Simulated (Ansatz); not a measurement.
**ZnSe (zincblende type): how the settings move a single-point run**

Aim: see which settings change the result for ZnSe (zincblende type), by how much, and at what cost.

Method: reference: DFT, LDA, all-electron LAPW, scalar-relativistic, in Ansatz 0.2.0.

1 further run of the same task is left out (it didn't finish).

### Step 1. The starting structure

The structure is cubic, space group F-43m (No. 216). Conventional cell: a = 5.568 Å, b = 5.568 Å, c = 5.568 Å, α = 90.00°, β = 90.00°, γ = 90.00°. Zn (site symmetry -43m) has 4 Se at 2.41 Å as nearest neighbours. Around Se (site symmetry -43m) lie 4 Zn at 2.41 Å.

As a file:

```
Zn Se
1.0
    -2.78390    2.78390    0.00000
     0.00000    0.00000    5.56780
     2.78390    2.78390    0.00000
Zn Se
2 2
Direct
  0.00000 0.00000 0.00000
  0.50000 0.50000 0.50000
  0.00000 0.25000 0.50000
  0.50000 0.75000 0.00000
```

### Step 2. The reference run

Contents of input.yaml:

```yaml
crystal:
  lattice:
    - [-2.7838988342, 2.7838988342, 0.0]
    - [0.0, 0.0, 5.5677976685]
    - [2.7838988342, 2.7838988342, 0.0]
  atoms:
    - { symbol: Zn, position: [0.0, 0.0, 0.0] }
    - { symbol: Zn, position: [0.5, 0.5, 0.5] }
    - { symbol: Se, position: [0.0, 0.25, 0.5] }
    - { symbol: Se, position: [0.5, 0.75, 0.0] }
kpoints:
  mp_grid: { grid: [7, 5, 7] }
scf:
  occupations: { method: fermi_dirac, width: 0.02 }
hamiltonian:
  xc: lda
  pseudopotentials: { kind: all_electron, lapw: { basis_error: 0.001 } }
output:
  forces: true
  stress: true
  eigenvalues: true
```

Command:

```console
> ansatz run input.yaml --threads 2 --pin off --max-ram 4096MiB --backend cpu --events-out ev --progress --plain --runs-dir out
```

From the output:

```text
[...]
Basis set: ecut = 325.55540177675215 eV, 1149 PW (Γ), exchange–correlation at level 2
[...]
k-points: 30 of 245 (time reversal used)
[...]
SCF iter   1: F=—  HF=-229683.943103 eV  |F-HF|=—  |Δ(HF+E_count)|=         —  Δρ=3.08e-2  dr2=1.26e0  ethr=1.43e-3  ⟨swp⟩=2.0  Hψ=9971  notcnv=0
preconditioner: auto → Resta (q_TF=auto, 2.737 Å⁻¹)  ε∞=5.0  [insulator: Δε(μ)=1.522 eV  Ē_g=12.035 eV  σ=0.020 eV  W_gap=1.00  n_scr=28 (ndim 8)  ℏωp=24.0 eV  f_vac=0.174  D(μ)=0.00/eV (n_scr^D=0)  ε∞_Penn≈5.0]
SCF iter   2: F=—  HF=-229683.499354 eV  |F-HF|=—  |Δ(HF+E_count)|=   4.44e-1  Δρ=1.46e-2  dr2=2.63e-1  ethr=1.43e-3  ⟨swp⟩=2.2  Hψ=4751  notcnv=0
[...]
SCF iter   8: F=—  HF=-229683.316742 eV  |F-HF|=—  |Δ(HF+E_count)|=   7.06e-6  Δρ=2.04e-5  dr2=6.17e-7  ethr=1.67e-8  ⟨swp⟩=3.0  Hψ=4541  notcnv=0
SCF iter   9: F=-229683.316742 eV  HF=-229683.316742 eV  |F-HF|=2.47e-9  |Δ(HF+E_count)|=   4.43e-8  Δρ=4.40e-6  dr2=2.20e-8  ethr=7.01e-10  ⟨swp⟩=2.9  Hψ=4500  notcnv=0
[...]
SCF converged after 9 iterations
Free energy (F): -229683.316742 eV
[...]
E sigma→0 (E₀):  -229683.316742 eV
Fermi energy:    9.183029 eV
[...]
  P = ⅓ Tr σ = 0.0086 GPa (0.086 kbar)
[...]
```

Wall time 17 s (2 threads of Intel Xeon 6975P-C (Granite Rapids), shared host); peak memory 0.55 GiB.

### Step 3. Changing settings: dispersion d3bj

Changes to input.yaml since step 2:

```diff
@@ -17,2 +17,3 @@
   pseudopotentials: { kind: all_electron, lapw: { basis_error: 0.001 } }
+  dispersion: d3bj
 output:
```

Command:

```console
> ansatz run input.yaml --threads 2 --pin off --max-ram 4096MiB --backend cpu --events-out ev --progress --plain --runs-dir out
```

The program printed, cut to the lines that bear on the results:

```text
Warning: the engine holds no damping parameters fitted to this dispersion correction and functional, so the run takes those fitted to pbe (hamiltonian.dispersion, under Limitations)
LAPW: plane waves up to 9.244 Å⁻¹, error target 1.0e-3 eV per atom; small_component_spin mean_spin; Zn in spheres of 1.224 Å, 20 of its electrons in bands, Dirac shells []; Se in spheres of 1.187 Å, 24 of its electrons in bands, Dirac shells []
[...]
Pseudopotentials: kind: all_electron
Pseudopotential: Zn, LAPW, valence charge 20, Koelling and Harmon's equation, gaussian nucleus
Pseudopotential: Se, LAPW, valence charge 24, Koelling and Harmon's equation, gaussian nucleus
Functional definition: SPW92
[...]
Crystal: 4 atoms, lattice volume = 86.302 Å³
Basis set: ecut = 325.55540177675215 eV, 1149 PW (Γ), exchange–correlation at level 2
Bands: 53, of which v1, the nominal top of the filled ones, is band 44 counted from 1 (43 counted from 0)
Symmetry: 16 space group operations
Space group: F-43m (ITA 216), of the structure as read, at distance tolerance 4.4e-5 Å
k-points: 30 of 245 (time reversal used)
[...]
SCF iter   1: F=—  HF=-229685.310563 eV  |F-HF|=—  |Δ(HF+E_count)|=         —  Δρ=3.08e-2  dr2=1.26e0  ethr=1.43e-3  ⟨swp⟩=2.0  Hψ=9971  notcnv=0
[...]
the basis was enlarged: its passes take 60.4 KiB over the memory plan, 2 of 2 planned eigensolver slots
[...]
SCF iter   9: F=-229684.684202 eV  HF=-229684.684202 eV  |F-HF|=2.47e-9  |Δ(HF+E_count)|=   4.43e-8  Δρ=4.40e-6  dr2=2.20e-8  ethr=7.01e-10  ⟨swp⟩=2.9  Hψ=4500  notcnv=0
[...]
SCF converged after 9 iterations
Free energy (F): -229684.684202 eV
[...]
E sigma→0 (E₀):  -229684.684202 eV
Fermi energy:    9.183029 eV
[...]
--- Forces (eV/Å), atoms counted from 1 ---
  atom   1  Zn     0.00000000     0.00000000    -0.00000000
  atom   2  Zn    -0.00000000     0.00000000     0.00000000
  atom   3  Se    -0.00000000     0.00000000     0.00000000
  atom   4  Se    -0.00000000     0.00000000    -0.00000000
[...]
--- Stress (GPa, compression-positive) ---
       -2.762924      -0.000000      -0.000000
       -0.000000      -2.762924       0.000000
       -0.000000       0.000000      -2.787030
  P = ⅓ Tr σ = -2.7710 GPa (-27.710 kbar)
--- Band table (eV; the first three rows and the last of 30) ---
[...]
```

Run time: 16 s. Hardware: 2 threads of Intel Xeon 6975P-C (Granite Rapids), shared host; peak memory 0.55 GiB.

The energy moves by -341.9 meV/atom, nearly all of it the dispersion term itself (-341.9 meV/atom); that offset belongs to the model and is no gain or loss of stability; the pressure goes from 0.0 to -2.8 GPa. The damping parameters are borrowed, as the log notes.

### Step 4. Comparison

```csv
run,ending,energy change,pressure (GPa),gap (eV),force (eV/Å),cycles,time
reference,converged,0,0.0,1.25,0.00,9,17 s
1: dispersion d3bj,converged,-341.9 meV/atom (offset of the dispersion model),-2.8,1.25,0.00,9,16 s
```

Residual by cycle in the longest SCF loop of each run; runs are numbered as in the table. The quantity is the density residual dr2, in eV.

```csv
cycle,reference,run 1
1,1.26,1.26
2,0.263,0.263
3,0.158,0.158
4,0.018,0.018
5,3.9e-4,3.9e-4
6,1.4e-4,1.4e-4
7,1.5e-5,1.5e-5
8,6.2e-7,6.2e-7
9,2.2e-8,2.2e-8
```

What this shows: The energy moves by -341.9 meV/atom, nearly all of it the dispersion term itself (-341.9 meV/atom); that offset belongs to the model and is no gain or loss of stability; the pressure goes from 0.0 to -2.8 GPa. The damping parameters are borrowed, as the log notes.

These are semilocal Kohn-Sham gaps, which aren't the measured quantity. Such gaps usually fall short of the measured ones.
